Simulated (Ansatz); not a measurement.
Molecular dynamics of Mg$_{6}$HO$_{6}$

The input (input.yaml):

```yaml
accuracy: low
crystal:
  lattice:
    - [5.962324, 0.0, 0.0]
    - [2.981162, 5.163524, 0.0]
    - [0.0, 0.0, 19.085272]
  atoms:
    - { symbol: Mg, position: [0.0, 0.0, 0.0523964] }
    - { symbol: O, position: [0.3333333, 0.8333333, 0.1161657] }
    - { symbol: Mg, position: [0.0, 0.5, 0.0523964] }
    - { symbol: O, position: [0.3333333, 0.3333333, 0.1161657] }
    - { symbol: Mg, position: [0.5, 0.0, 0.0523964] }
    - { symbol: O, position: [0.8333333, 0.8333333, 0.1161657] }
    - { symbol: Mg, position: [0.5, 0.5, 0.0523964] }
    - { symbol: O, position: [0.8333333, 0.3333333, 0.1161657] }
    - { symbol: Mg, position: [0.6666667, 0.6666667, 0.179935] }
    - { symbol: O, position: [0.0, 0.5, 0.2437043] }
    - { symbol: Mg, position: [0.6666667, 0.1666667, 0.179935] }
    - { symbol: O, position: [0.0, 0.0, 0.2437043] }
    - { symbol: Mg, position: [0.1666667, 0.6666667, 0.179935] }
    - { symbol: O, position: [0.5, 0.5, 0.2437043] }
    - { symbol: Mg, position: [0.1666667, 0.1666667, 0.179935] }
    - { symbol: O, position: [0.5, 1.0, 0.2437043] }
    - { symbol: Mg, position: [0.3333333, 0.3333333, 0.3074736] }
    - { symbol: O, position: [0.6666667, 0.1666667, 0.3712429] }
    - { symbol: Mg, position: [0.3333333, 0.8333333, 0.3074736] }
    - { symbol: O, position: [0.6666667, 0.6666667, 0.3712429] }
    - { symbol: Mg, position: [0.8333333, 0.3333333, 0.3074736] }
    - { symbol: O, position: [0.1666667, 0.1666667, 0.3712429] }
    - { symbol: Mg, position: [0.8333333, 0.8333333, 0.3074736] }
    - { symbol: O, position: [0.1666667, 0.6666667, 0.3712429] }
    - { symbol: H, position: [0.7457949, 0.7418866, 0.574298] }
    - { symbol: H, position: [0.7425603, 0.6127124, 0.574298] }
basis:
  ecutwfc: 420.0
kpoints:
  mp_grid: { grid: [2, 2, 1] }
hamiltonian:
  xc: pbesol
scf:
  occupations: { method: fermi_dirac, width: 0.02 }
  lower_state_search: "off"
md:
  timestep: 0.5
  n_steps: 500
  ensemble: nve
  initial_velocities: zero
  seed: 699012
  initial_site_velocities:
    - { site: 24, velocity: [0.0, 0.0, -0.087508] }
    - { site: 25, velocity: [0.0, 0.0, -0.087508] }
  constraints: [{ sites: [0, 1, 2, 3, 4, 5, 6, 7] }]
```

Run as:

```bash
$ ansatz run input.yaml --threads 2 --pin off --max-ram 5120MiB --backend cpu --events-out ev --progress --plain --runs-dir out
```

It starts from an unrelaxed structure (largest force component 1.74 eV/Å).

Output, in part (step lines):

```
md step     0: t =     0.00 fs  T =   343.8 K  F+E_penalty+E_count = -29719.65872742 eV  E_kin = 0.800009 eV  conserved = -29718.85871864 eV  (20 SCF iters)
md step     1: t =     0.50 fs  T =   345.2 K  F+E_penalty+E_count = -29719.66188469 eV  E_kin = 0.803128 eV  conserved = -29718.85875643 eV  (7 SCF iters)
md step     2: t =     1.00 fs  T =   348.8 K  F+E_penalty+E_count = -29719.67045110 eV  E_kin = 0.811598 eV  conserved = -29718.85885262 eV  (8 SCF iters)
md step     3: t =     1.50 fs  T =   354.1 K  F+E_penalty+E_count = -29719.68293394 eV  E_kin = 0.823972 eV  conserved = -29718.85896155 eV  (8 SCF iters)
md step     4: t =     2.00 fs  T =   360.4 K  F+E_penalty+E_count = -29719.69766346 eV  E_kin = 0.838639 eV  conserved = -29718.85902453 eV  (8 SCF iters)
md step     5: t =     2.50 fs  T =   367.3 K  F+E_penalty+E_count = -29719.71370065 eV  E_kin = 0.854700 eV  conserved = -29718.85900111 eV  (6 SCF iters)
md step     6: t =     3.00 fs  T =   375.0 K  F+E_penalty+E_count = -29719.73143371 eV  E_kin = 0.872529 eV  conserved = -29718.85890421 eV  (4 SCF iters)
md step     7: t =     3.50 fs  T =   384.0 K  F+E_penalty+E_count = -29719.75235230 eV  E_kin = 0.893546 eV  conserved = -29718.85880600 eV  (4 SCF iters)
[... lines left out ...]
md step   500: t =   250.00 fs  T =  1510.0 K  F+E_penalty+E_count = -29722.37114779 eV  E_kin = 3.513400 eV  conserved = -29718.85774819 eV  (19 SCF iters)
```

The steps, from the saved trajectory:

```json
{"time (fs)": "0", "T (K)": "344", "potential energy less start (eV)": "0.000", "conserved less start (meV/atom)": "0.00"}
{"time (fs)": "8", "T (K)": "511", "potential energy less start (eV)": "-0.389", "conserved less start (meV/atom)": "-0.01"}
{"time (fs)": "16", "T (K)": "724", "potential energy less start (eV)": "-0.884", "conserved less start (meV/atom)": "-0.01"}
{"time (fs)": "24", "T (K)": "748", "potential energy less start (eV)": "-0.940", "conserved less start (meV/atom)": "-0.01"}
{"time (fs)": "32", "T (K)": "872", "potential energy less start (eV)": "-1.226", "conserved less start (meV/atom)": "0.08"}
{"time (fs)": "40", "T (K)": "1016", "potential energy less start (eV)": "-1.559", "conserved less start (meV/atom)": "0.17"}
{"time (fs)": "48", "T (K)": "2505", "potential energy less start (eV)": "-5.051", "conserved less start (meV/atom)": "-0.83"}
{"time (fs)": "56", "T (K)": "1391", "potential energy less start (eV)": "-2.436", "conserved less start (meV/atom)": "0.07"}
{"time (fs)": "64", "T (K)": "1631", "potential energy less start (eV)": "-2.995", "conserved less start (meV/atom)": "0.02"}
{"time (fs)": "72", "T (K)": "1849", "potential energy less start (eV)": "-3.504", "conserved less start (meV/atom)": "-0.12"}
{"time (fs)": "80", "T (K)": "1158", "potential energy less start (eV)": "-1.892", "conserved less start (meV/atom)": "0.12"}
{"time (fs)": "88", "T (K)": "2451", "potential energy less start (eV)": "-4.913", "conserved less start (meV/atom)": "-0.37"}
{"time (fs)": "96", "T (K)": "1921", "potential energy less start (eV)": "-3.656", "conserved less start (meV/atom)": "0.54"}
{"time (fs)": "104", "T (K)": "745", "potential energy less start (eV)": "-0.910", "conserved less start (meV/atom)": "0.89"}
{"time (fs)": "112", "T (K)": "1484", "potential energy less start (eV)": "-2.651", "conserved less start (meV/atom)": "0.09"}
{"time (fs)": "120", "T (K)": "2177", "potential energy less start (eV)": "-4.249", "conserved less start (meV/atom)": "0.59"}
{"time (fs)": "128", "T (K)": "2430", "potential energy less start (eV)": "-4.872", "conserved less start (meV/atom)": "-0.67"}
{"time (fs)": "136", "T (K)": "2123", "potential energy less start (eV)": "-4.141", "conserved less start (meV/atom)": "-0.03"}
{"time (fs)": "144", "T (K)": "2202", "potential energy less start (eV)": "-4.343", "conserved less start (meV/atom)": "-0.78"}
{"time (fs)": "152", "T (K)": "1515", "potential energy less start (eV)": "-2.737", "conserved less start (meV/atom)": "-0.44"}
{"time (fs)": "160", "T (K)": "1949", "potential energy less start (eV)": "-3.740", "conserved less start (meV/atom)": "-0.17"}
{"time (fs)": "168", "T (K)": "2159", "potential energy less start (eV)": "-4.228", "conserved less start (meV/atom)": "-0.23"}
{"time (fs)": "176", "T (K)": "1907", "potential energy less start (eV)": "-3.634", "conserved less start (meV/atom)": "0.16"}
{"time (fs)": "184", "T (K)": "2197", "potential energy less start (eV)": "-4.315", "conserved less start (meV/atom)": "-0.17"}
{"time (fs)": "192", "T (K)": "1590", "potential energy less start (eV)": "-2.898", "conserved less start (meV/atom)": "0.06"}
{"time (fs)": "200", "T (K)": "1715", "potential energy less start (eV)": "-3.190", "conserved less start (meV/atom)": "-0.04"}
{"time (fs)": "208", "T (K)": "2321", "potential energy less start (eV)": "-4.631", "conserved less start (meV/atom)": "-1.20"}
{"time (fs)": "216", "T (K)": "1465", "potential energy less start (eV)": "-2.607", "conserved less start (meV/atom)": "0.09"}
{"time (fs)": "224", "T (K)": "1875", "potential energy less start (eV)": "-3.566", "conserved less start (meV/atom)": "-0.09"}
{"time (fs)": "232", "T (K)": "2568", "potential energy less start (eV)": "-5.167", "conserved less start (meV/atom)": "0.26"}
{"time (fs)": "240", "T (K)": "1797", "potential energy less start (eV)": "-3.386", "conserved less start (meV/atom)": "-0.16"}
{"time (fs)": "248", "T (K)": "1611", "potential energy less start (eV)": "-2.952", "conserved less start (meV/atom)": "-0.11"}
```

All steps were run. The conserved energy stayed within 3.3 meV per atom of its start (net change 0.037 meV per atom), so there is no drift, though single steps change it by up to 88 meV in the whole system, a sign of fast motions only just resolved. A run of 0.25 ps of so small a system gives no equilibrium averages. Limits of this set-up: coarse k mesh, thin slab, slab without dipole correction, no dispersion correction for a molecule that may bind weakly, a typed lattice constant that wasn't relaxed here, low accuracy level.

Mean squared displacements from the first frame to the last: Mg 0.10 Å², O 0.08 Å², H 19.97 Å².

Last frame:

```xyz
26
Lattice="5.9623 0.0000 0.0000 2.9812 5.1635 0.0000 0.0000 0.0000 19.0853" Properties=species:S:1:pos:R:3
Mg 0.000 0.000 1.000
O 4.472 4.303 2.217
Mg 1.491 2.582 1.000
O 2.981 1.721 2.217
Mg 2.981 0.000 1.000
O 7.453 4.303 2.217
Mg 4.472 2.582 1.000
O 5.962 1.721 2.217
Mg 5.999 3.283 3.639
O 1.425 2.567 4.709
Mg 4.427 1.016 3.702
O -0.150 0.268 4.812
Mg 2.912 3.425 3.741
O 4.409 2.667 4.745
Mg 1.435 0.961 3.616
O 6.061 5.147 4.661
Mg 3.015 1.734 5.862
O 4.066 1.063 7.638
Mg 4.565 4.247 6.036
O 6.110 3.423 7.018
Mg 6.090 1.483 6.692
O 1.912 0.758 6.933
Mg 7.293 4.311 6.085
O 2.815 3.497 6.813
H 9.638 2.906 7.203
H 7.805 5.230 7.892
```

Run time: 81 min on 2 threads of Arm Neoverse V1, on a shared host, peak memory 1.3 GiB.
